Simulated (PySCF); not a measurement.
# GeH2SCl (SMILES [SH][GeH][Cl]): a chain of runs, part 3 of 3

PySCF 2.14.0. The steps go on from the part before.

## 6. What came out

What follows sums up all 3 parts.

```
                                                                           quantity                      value
                                           run 1, UHF/DZVP: total energy at the end             -2932.96010 Eh
                                                     run 1, UHF/DZVP: dipole moment                     1.94 D
                                run 1, UHF/DZVP: HOMO energy (highest over α and β)                   -9.51 eV
                                 run 1, UHF/DZVP: LUMO energy (lowest over α and β)                   -0.06 eV
                                                              run 1, UHF/DZVP: ⟨S²⟩                      0.758
                                        run 2, UHF/DZVP: lowest harmonic wavenumber                   131 cm⁻¹
                                       run 2, UHF/DZVP: highest harmonic wavenumber                  2895 cm⁻¹
                                                 run 2, UHF/DZVP: zero-point energy                50.5 kJ/mol
         run 2, UHF/DZVP: ideal-gas entropy at 298.15 K (symmetry number 1 as used)           76.5 cal/(mol K)
                           run 4, TDA-SCAN/6-31G: ground-state or mean-field energy             -2936.41310 Eh
                      run 4, TDA-SCAN/6-31G: dipole moment (SCAN Kohn–Sham density)                     1.79 D
run 4, TDA-SCAN/6-31G: HOMO energy (SCAN Kohn–Sham orbitals) (highest over α and β)                   -6.01 eV
 run 4, TDA-SCAN/6-31G: LUMO energy (SCAN Kohn–Sham orbitals) (lowest over α and β)                   -4.50 eV
                           run 4, TDA-SCAN/6-31G: ⟨S²⟩ of the reference determinant                      0.752
                                    run 4, TDA-SCAN/6-31G: lowest excitation energy                    2.78 eV
                                                      run 3, NEVPT2(7,7)/def2-mTZVP  no result (not converged)
```

**Reading.** The optimisation (run 1, UHF/DZVP) took 8 steps and changed the energy by -0.544 eV. All 9 modes (run 2, UHF/DZVP) are real, so the shape is a minimum at this level. Mulliken charges (run 2, UHF/DZVP) run from -0.26 on Cl3 to +0.25 on Ge2; they depend strongly on the basis. The brightest of the 5 transitions from the ground state lies at 4.59 eV (270 nm, f = 0.043); the lowest, at 2.78 eV, has f = 0.010. 1 of the 4 runs did not end normally.
